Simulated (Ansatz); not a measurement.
# TiGa2Se4 (element-swapped structure): how the settings move a single-point run

Question: which choices in the input matter for TiGa2Se4 (element-swapped structure)?

Program: Ansatz 0.2.0. Level of theory: reference: DFT r2SCAN, plane waves, PAW, scalar-relativistic, no spin polarisation. These are calculated values, not measurements.

### Step 1. The structure to begin with

Symmetry: I-4, No. 82, tetragonal system. The conventional cell has a = 5.604 Å, b = 5.604 Å, c = 10.470 Å, α = 90.00°, β = 90.00°, γ = 90.00°. Around Se (site symmetry 1) lie 2 Ga at 2.31 to 2.37 Å and 1 Ti at 2.44 Å. Ga (site symmetry -4) is surrounded by 4 Se at 2.31 Å. Around Ga (site symmetry -4) lie 4 Se at 2.37 Å. Around Ti (site symmetry -4) lie 4 Se at 2.44 Å.

Structure file:

```cif
data_structure
_symmetry_space_group_name_H-M 'I-4'
_symmetry_Int_Tables_number 82
_cell_length_a 5.6036
_cell_length_b 5.6036
_cell_length_c 10.4695
_cell_angle_alpha 90.000
_cell_angle_beta 90.000
_cell_angle_gamma 90.000
_cell_volume 328.74
loop_
_atom_site_label
_atom_site_type_symbol
_atom_site_symmetry_multiplicity
_atom_site_Wyckoff_symbol
_atom_site_fract_x
_atom_site_fract_y
_atom_site_fract_z
_atom_site_occupancy
Se1 Se 8 g 0.25000 0.76000 0.37000 1
Ga1 Ga 2 d 0.50000 0.00000 0.25000 1
Ga2 Ga 2 b 0.50000 0.50000 0.00000 1
Ti1 Ti 2 a 0.00000 0.00000 0.00000 1
```

### Step 2. Baseline

File input.yaml:

```yaml
crystal:
  lattice:
    - [0.0, 5.60357432, 0.0]
    - [5.60357432, 0.0, 0.0]
    - [2.80178666, 2.80178666, -5.23475068]
  atoms:
    - { symbol: Se, position: [0.39, 0.38, 0.74] }
    - { symbol: Se, position: [0.62, 0.13, 0.26] }
    - { symbol: Se, position: [0.87, 0.88, 0.74] }
    - { symbol: Se, position: [0.12, 0.61, 0.26] }
    - { symbol: Ga, position: [0.75, 0.25, 0.5] }
    - { symbol: Ga, position: [0.5, 0.5, 0.0] }
    - { symbol: Ti, position: [0.0, 0.0, 0.0] }
  symmetry: { tolerance: 0.0003 }
kpoints:
  mp_grid: { grid: [4, 4, 4], shift: [0, 0, 0] }
magnetization:
  spin_polarized: false
scf:
  occupations: { method: cold, width: 0.015 }
hamiltonian:
  pseudopotentials: { kind: paw }
  xc: r2scan
basis:
  ecutwfc: 500
output:
  forces: true
  stress: true
  eigenvalues: true
```

Launch:

```bash
$ ansatz run input.yaml --threads 1 --pin off --max-ram 2560MiB --backend cpu --events-out ev --progress --plain --runs-dir out
```

The log of the run, cut to the lines that bear on the results:

```text
Warning: crystal.lattice misses the space group found at crystal.symmetry.tolerance 3.0e-4 in a digit that the deck types, which is why this is a warning: making the lattice exact moves one of its numbers by a whole unit of that number's last typed decimal, or more. The operation that it [...]
Warning: RAYON_NUM_THREADS=1 ignored (pool sized by the plan → 1); use --threads N
[...]
Pseudopotentials: kind: paw
Pseudopotential: Se, paw, valence charge 16, recommended cutoff 500 eV (meta_gga), Se.paw.azcp
Pseudopotential: Ga, paw, valence charge 13, recommended cutoff 500 eV (meta_gga), Ga.paw.azcp
Pseudopotential: Ti, paw, valence charge 12, recommended cutoff 500 eV (meta_gga), Ti.paw.azcp
Functional definition: r2SCAN
[...]
Crystal: 7 atoms, lattice volume = 164.371 Å³
Basis set: ecut = 500 eV, 4155 PW (Γ), exchange–correlation on 180×180×192 points (64 copies of the dense FFT grid, shifted against one another)
Bands: 62, of which v1, the nominal top of the filled ones, is band 51 counted from 1 (50 counted from 0)
Symmetry: 4 space group operations
Space group: I-4 (ITA 82), of the structure as read, at distance tolerance 1.6e-3 Å
k-points: 14 of 64 (time reversal used)
[...]
SCF iter   1: F=—  HF=-32001.586635 eV  |F-HF|=—  |Δ(HF+E_count)|=         —  Δρ=1.11e-2  dr2=2.68e-1  dr2_τ=4.35e-2  ethr=1.77e-3  ⟨swp⟩=6.0  Hψ=3029  notcnv=0  defer=1
[...]
SCF iter  12: F=-32001.646465 eV  HF=-32001.646465 eV  |F-HF|=1.51e-9  |Δ(HF+E_count)|=   4.94e-8  S|Δr|=    0.00e0  Δρ=4.35e-6  dr2=1.53e-8  dr2_τ=1.29e-9  ethr=9.80e-11  ⟨swp⟩=8.8  Hψ=3824  notcnv=0
[...]
SCF converged after 12 iterations
Stability not checked: this state was not tested for a lower state beside it, because cold or Methfessel-Paxton smearing, or corrected tetrahedra, fill the levels in a way that the test cannot read (fill_not_monotonic; see scf.lower_state_search)
Free energy (F): -32001.646465 eV
[...]
E sigma→0 (E₀):  -32001.646278 eV
Entropy (-TS):   -0.000559 eV (-0.080 meV/atom)
Fermi energy:    9.354142 eV
[...]
--- Forces (eV/Å), atoms counted from 1 ---
  atom   1  Se     0.47887650    -0.99789998    -0.00772442
  atom   2  Se    -0.99789998    -0.47887650     0.00772452
  atom   3  Se    -0.47887650     0.99789998    -0.00772447
  atom   4  Se     0.99789998     0.47887650     0.00772438
  atom   5  Ga    -0.00000000    -0.00000000    -0.00000000
  atom   6  Ga    -0.00000000     0.00000000    -0.00000000
  atom   7  Ti    -0.00000000     0.00000000    -0.00000000
[...]
--- Stress (GPa, compression-positive) ---
        8.522277      -0.000001      -0.000000
        0.000001       8.522277      -0.000000
       -0.000000      -0.000000       7.870999
  P = ⅓ Tr σ = 8.3052 GPa (83.052 kbar)
--- Band table (eV; the first three rows and the last of 14) ---
[...]
```

Run time: 25 s. Hardware: 1 thread of an x86-64 CPU, shared host; peak memory 0.96 GiB.

### Step 3. Changed: mp_grid.grid [2, 2, 2]

input.yaml, as its differences from that of step 2:

```diff
@@ -15,3 +15,3 @@
 kpoints:
-  mp_grid: { grid: [4, 4, 4], shift: [0, 0, 0] }
+  mp_grid: { grid: [2, 2, 2], shift: [0, 0, 0] }
 magnetization:
```

Launch:

```bash
$ ansatz run input.yaml --threads 1 --pin off --max-ram 2560MiB --backend cpu --events-out ev --progress --plain --runs-dir out
```

The log of the run, cut to the lines that bear on the results:

```text
Warning: crystal.lattice misses the space group found at crystal.symmetry.tolerance 3.0e-4 in a digit that the deck types, which is why this is a warning: making the lattice exact moves one of its numbers by a whole unit of that number's last typed decimal, or more. The operation that it [...]
Warning: RAYON_NUM_THREADS=1 ignored (pool sized by the plan → 1); use --threads N
[...]
Pseudopotentials: kind: paw
Pseudopotential: Se, paw, valence charge 16, recommended cutoff 500 eV (meta_gga), Se.paw.azcp
Pseudopotential: Ga, paw, valence charge 13, recommended cutoff 500 eV (meta_gga), Ga.paw.azcp
Pseudopotential: Ti, paw, valence charge 12, recommended cutoff 500 eV (meta_gga), Ti.paw.azcp
Functional definition: r2SCAN
[...]
Crystal: 7 atoms, lattice volume = 164.371 Å³
Basis set: ecut = 500 eV, 4155 PW (Γ), exchange–correlation on 180×180×192 points (64 copies of the dense FFT grid, shifted against one another)
Bands: 62, of which v1, the nominal top of the filled ones, is band 51 counted from 1 (50 counted from 0)
Symmetry: 4 space group operations
[...]
SCF converged after 20 iterations
Stability not checked: this state was not tested for a lower state beside it, because cold or Methfessel-Paxton smearing, or corrected tetrahedra, fill the levels in a way that the test cannot read (fill_not_monotonic; see scf.lower_state_search)
Free energy (F): -32001.629679 eV
[...]
E sigma→0 (E₀):  -32001.629242 eV
Entropy (-TS):   -0.001312 eV (-0.187 meV/atom)
Fermi energy:    9.368925 eV
[...]
--- Forces (eV/Å), atoms counted from 1 ---
  atom   1  Se     0.42441810    -1.11080224    -0.07192783
  atom   2  Se    -1.11080223    -0.42441810     0.07192793
  atom   3  Se    -0.42441811     1.11080223    -0.07192789
  atom   4  Se     1.11080224     0.42441811     0.07192779
  atom   5  Ga    -0.00000000     0.00000000    -0.00000000
  atom   6  Ga     0.00000000     0.00000000     0.00000000
  atom   7  Ti     0.00000000     0.00000000     0.00000000
[...]
--- Stress (GPa, compression-positive) ---
        7.960386       0.000001       0.000000
       -0.000001       7.960386       0.000000
        0.000000       0.000000       8.460244
  P = ⅓ Tr σ = 8.1270 GPa (81.270 kbar)
--- Band table (eV) ---
[...]
```

Run time: 20 s. Hardware: 1 thread of an x86-64 CPU, shared host; peak memory 0.99 GiB.

Changing the k-point mesh moves the energy by +2.4 meV/atom, and the largest force goes from 1.11 to 1.19 eV/Å. Sampling errors of the energy have no fixed sign.

### Step 4. Variant: occupations.method gaussian, occupations.width 0.005

input.yaml, as its differences from that of step 2:

```diff
@@ -19,3 +19,3 @@
 scf:
-  occupations: { method: cold, width: 0.015 }
+  occupations: { method: gaussian, width: 0.005 }
 hamiltonian:
```

Launch:

```bash
$ ansatz run input.yaml --threads 1 --pin off --max-ram 2560MiB --backend cpu --events-out ev --progress --plain --runs-dir out
```

The log of the run, cut to the lines that bear on the results:

```text
Warning: crystal.lattice misses the space group found at crystal.symmetry.tolerance 3.0e-4 in a digit that the deck types, which is why this is a warning: making the lattice exact moves one of its numbers by a whole unit of that number's last typed decimal, or more. The operation that it [...]
Warning: RAYON_NUM_THREADS=1 ignored (pool sized by the plan → 1); use --threads N
[...]
Pseudopotentials: kind: paw
Pseudopotential: Se, paw, valence charge 16, recommended cutoff 500 eV (meta_gga), Se.paw.azcp
Pseudopotential: Ga, paw, valence charge 13, recommended cutoff 500 eV (meta_gga), Ga.paw.azcp
Pseudopotential: Ti, paw, valence charge 12, recommended cutoff 500 eV (meta_gga), Ti.paw.azcp
Functional definition: r2SCAN
[...]
Crystal: 7 atoms, lattice volume = 164.371 Å³
Basis set: ecut = 500 eV, 4155 PW (Γ), exchange–correlation on 180×180×192 points (64 copies of the dense FFT grid, shifted against one another)
Bands: 62, of which v1, the nominal top of the filled ones, is band 51 counted from 1 (50 counted from 0)
Symmetry: 4 space group operations
[...]
SCF iter  14: F=-32001.646203 eV  HF=-32001.646203 eV  |F-HF|=4.62e-8  |Δ(HF+E_count)|=   7.22e-8  Δρ=5.47e-6  dr2=5.89e-8  dr2_τ=1.01e-9  ethr=9.80e-11  ⟨swp⟩=7.0  Hψ=3940  notcnv=0
[...]
SCF converged after 14 iterations
Free energy (F): -32001.646203 eV
[...]
E sigma→0 (E₀):  -32001.646082 eV
Entropy (-TS):   -0.000242 eV (-0.035 meV/atom)
Fermi energy:    9.354638 eV
[...]
--- Forces (eV/Å), atoms counted from 1 ---
  atom   1  Se     0.47934188    -0.99717152    -0.00065062
  atom   2  Se    -0.99717152    -0.47934188     0.00065072
  atom   3  Se    -0.47934188     0.99717152    -0.00065067
  atom   4  Se     0.99717152     0.47934188     0.00065058
  atom   5  Ga    -0.00000000    -0.00000000    -0.00000000
  atom   6  Ga    -0.00000000     0.00000000    -0.00000000
  atom   7  Ti    -0.00000000     0.00000000    -0.00000000
[...]
--- Stress (GPa, compression-positive) ---
        8.534964      -0.000001      -0.000000
        0.000001       8.534964      -0.000000
       -0.000000      -0.000000       7.858512
  P = ⅓ Tr σ = 8.3095 GPa (83.095 kbar)
--- Band table (eV; the first three rows and the last of 14) ---
[...]
```

It took 31 s on 1 thread of an x86-64 CPU, shared host; peak memory 0.98 GiB.

Changing the smearing leaves the energy as it was (0.0 meV/atom). Cost: 14 SCF cycles against 12.

### Step 5. Variant: preconditioner kerker, lower_state_search off, xc_grid 2

input.yaml, as its differences from that of step 2:

```diff
@@ -20,2 +20,4 @@
   occupations: { method: cold, width: 0.015 }
+  mixing: { preconditioner: kerker }
+  lower_state_search: "off"
 hamiltonian:
@@ -25,2 +27,3 @@
   ecutwfc: 500
+  xc_grid: 2
 output:
@@ -29 +32,5 @@
   eigenvalues: true
+  write_density: true
+  write_potential: true
+  elf: true
+  volumetric_format: npy
```

Launch:

```bash
$ ansatz run input.yaml --threads 1 --pin off --max-ram 2560MiB --backend cpu --events-out ev --progress --plain --runs-dir out
```

The log of the run, cut to the lines that bear on the results:

```text
Warning: crystal.lattice misses the space group found at crystal.symmetry.tolerance 3.0e-4 in a digit that the deck types, which is why this is a warning: making the lattice exact moves one of its numbers by a whole unit of that number's last typed decimal, or more. The operation that it [...]
Warning: RAYON_NUM_THREADS=1 ignored (pool sized by the plan → 1); use --threads N
[...]
Pseudopotentials: kind: paw
Pseudopotential: Se, paw, valence charge 16, recommended cutoff 500 eV (meta_gga), Se.paw.azcp
Pseudopotential: Ga, paw, valence charge 13, recommended cutoff 500 eV (meta_gga), Ga.paw.azcp
Pseudopotential: Ti, paw, valence charge 12, recommended cutoff 500 eV (meta_gga), Ti.paw.azcp
Functional definition: r2SCAN
[...]
Crystal: 7 atoms, lattice volume = 164.371 Å³
Basis set: ecut = 500 eV, 4155 PW (Γ), exchange–correlation on 90×90×96 points (8 copies of the dense FFT grid, shifted against one another)
Bands: 62, of which v1, the nominal top of the filled ones, is band 51 counted from 1 (50 counted from 0)
Symmetry: 4 space group operations
[...]
SCF converged after 11 iterations
Stability not checked: this state was not tested for a lower state beside it, because cold or Methfessel-Paxton smearing, or corrected tetrahedra, fill the levels in a way that the test cannot read (fill_not_monotonic; see scf.lower_state_search)
Free energy (F): -32001.646449 eV
[...]
E sigma→0 (E₀):  -32001.646263 eV
Entropy (-TS):   -0.000559 eV (-0.080 meV/atom)
Fermi energy:    9.354168 eV
[...]
--- Forces (eV/Å), atoms counted from 1 ---
  atom   1  Se     0.47886595    -0.99789742    -0.00769552
  atom   2  Se    -0.99789742    -0.47886595     0.00769562
  atom   3  Se    -0.47886595     0.99789742    -0.00769557
  atom   4  Se     0.99789742     0.47886595     0.00769548
  atom   5  Ga    -0.00000000    -0.00000000    -0.00000000
  atom   6  Ga    -0.00000000     0.00000000    -0.00000000
  atom   7  Ti    -0.00000000     0.00000000    -0.00000000
[...]
--- Stress (GPa, compression-positive) ---
        8.522434       0.000001      -0.000000
       -0.000001       8.522434      -0.000000
       -0.000000      -0.000000       7.871103
  P = ⅓ Tr σ = 8.3053 GPa (83.053 kbar)
--- Band table (eV; the first three rows and the last of 14) ---
[...]
```

It took 23 s on 1 thread of an x86-64 CPU, shared host; peak memory 0.68 GiB.

Changing the mixing, search for lower states and numerical grids hardly moves the energy: 0.0 meV/atom.

### Step 6. The same system, input altered

input.yaml, as its differences from that of step 2:

```diff
@@ -20,2 +20,3 @@
   occupations: { method: cold, width: 0.015 }
+  max_iter: 75
 hamiltonian:
@@ -25,2 +26,3 @@
   ecutwfc: 500
+  ecutrho_ratio: 2
 output:
```

Launch:

```bash
$ ansatz run input.yaml --threads 1 --pin off --max-ram 2560MiB --backend cpu --events-out ev --progress --plain --runs-dir out
```

The log of the run, cut to the lines that bear on the results:

```text
Warning: crystal.lattice misses the space group found at crystal.symmetry.tolerance 3.0e-4 in a digit that the deck types, which is why this is a warning: making the lattice exact moves one of its numbers by a whole unit of that number's last typed decimal, or more. The operation that it [...]
Warning: basis.ecutrho_ratio = 2 (ecutrho = 1000 eV) is below the records' recommended 2000 eV
settings of this run that can trade accuracy for cost: basis.ecutrho_ratio < 4. Do not mix this run's numbers with those of runs without the same settings; the input reference describes each key
Warning: RAYON_NUM_THREADS=1 ignored (pool sized by the plan → 1); use --threads N
[...]
Pseudopotentials: kind: paw
Pseudopotential: Se, paw, valence charge 16, recommended cutoff 500 eV (meta_gga), Se.paw.azcp
Pseudopotential: Ga, paw, valence charge 13, recommended cutoff 500 eV (meta_gga), Ga.paw.azcp
Pseudopotential: Ti, paw, valence charge 12, recommended cutoff 500 eV (meta_gga), Ti.paw.azcp
Functional definition: r2SCAN
[...]
Crystal: 7 atoms, lattice volume = 164.371 Å³
[...]
Free energy (F): -32001.654439 eV
[...]
E sigma→0 (E₀):  -32001.654252 eV
Entropy (-TS):   -0.000559 eV (-0.080 meV/atom)
Fermi energy:    9.354187 eV
[...]
--- Forces (eV/Å), atoms counted from 1 ---
  atom   1  Se     0.47883998    -0.99800227    -0.00789341
  atom   2  Se    -0.99800227    -0.47883998     0.00789350
  atom   3  Se    -0.47883998     0.99800227    -0.00789346
  atom   4  Se     0.99800227     0.47883998     0.00789336
  atom   5  Ga    -0.00000000    -0.00000000    -0.00000000
  atom   6  Ga    -0.00000000     0.00000000    -0.00000000
  atom   7  Ti    -0.00000000     0.00000000    -0.00000000
[...]
--- Stress (GPa, compression-positive) ---
        8.582349      -0.000001      -0.000000
        0.000001       8.582349      -0.000000
       -0.000000      -0.000000       7.935257
  P = ⅓ Tr σ = 8.3667 GPa (83.667 kbar)
--- Band table (eV; the first three rows and the last of 14) ---
[...]
settings of this run that can trade accuracy for cost: basis.ecutrho_ratio < 4. Do not mix this run's numbers with those of runs without the same settings; the input reference describes each key
```

Run time: 23 s. Hardware: 1 thread of an x86-64 CPU, shared host; peak memory 0.74 GiB.

### Step 7. Can this result be trusted?

This run ends as converged, with warnings (cutoff below recommended, structure snapped to symmetry). Its log warns: «crystal.lattice misses the space group found at crystal.symmetry.tolerance 3.0e-4 in a digit that the deck types ...»

In the input, basis.ecutrho_ratio is 2. The grid or cutoff for the density and potential is too coarse for the wavefunction basis: a density holds Fourier components up to twice the waves' wavevector.

The way back: delete basis.ecutrho_ratio (the default then holds).

Changing the numerical grids moves the energy by -1.1 meV/atom. The log warns that the cutoff is under what these potentials recommend, so the shift holds truncation error.

### Step 8. All runs together

| run | ending | energy change | pressure (GPa) | gap (eV) | force (eV/Å) | cycles | time |
| --- | --- | --- | --- | --- | --- | --- | --- |
| reference | converged | 0 | 8.3 | 0.00 | 1.11 | 12 | 25 s |
| 1: mp_grid.grid [2, 2, 2] | converged | +2.4 meV/atom | 8.1 | 0.00 | 1.19 | 20 | 20 s |
| 2: occupations.method gaussian, occupations.width 0.005 | converged | 0.0 meV/atom (σ→0) | 8.3 | 0.00 | 1.11 | 14 | 31 s |
| 3: preconditioner kerker, lower_state_search off, xc_grid 2 | converged | 0.0 meV/atom | 8.3 | 0.00 | 1.11 | 11 | 23 s |
| 4: ecutrho_ratio 2 | converged | -1.1 meV/atom | 8.4 | 0.00 | 1.11 | 12 | 23 s |

Times don't compare one to one where runs were asked for different outputs or read a saved state (see the inputs); cycles may leave out searches for a lower state.

Residual by cycle in the longest SCF loop of each run; runs are numbered as in the table. The quantity is the density residual dr2, in eV.

| cycle | reference | run 1 | run 2 | run 3 | run 4 |
| --- | --- | --- | --- | --- | --- |
| 1 | 0.268 | 0.263 | 0.267 | 0.268 | 0.268 |
| 3 | 0.034 | 0.0888 | 0.0555 | 0.0164 | 0.034 |
| 4 | 0.0171 | 0.0807 | 0.0345 | 0.00132 | 0.0175 |
| 6 | 0.00139 | 0.0307 | 0.0058 | 1.2e-4 | 0.00147 |
| 8 | 6.7e-5 | 0.00775 | 5.2e-4 | 7.3e-6 | 7.6e-5 |
| 10 | 2.1e-6 | 0.00188 | 5.3e-5 | 2.8e-7 | 2.3e-6 |
| 11 | 2.0e-7 | 0.00126 | 9.4e-6 | 5.3e-8 | 2.2e-7 |
| 13 | - | 6.0e-4 | 4.7e-7 | - | - |
| 15 | - | 6.5e-6 | - | - | - |
| 17 | - | 1.1e-6 | - | - | - |
| 18 | - | 3.6e-7 | - | - | - |
| 20 | - | 2.6e-8 | - | - | - |

What this shows: Run 4 ran under the cutoff that the potentials recommend, as the log warns, so basis error is mixed into its values. The reference has no spin polarisation; with Ti present, a magnetic state may lie lower.

The reference has limits of its own: its mesh is coarse for a cell with so small a gap or none; the structure is made up and not relaxed.
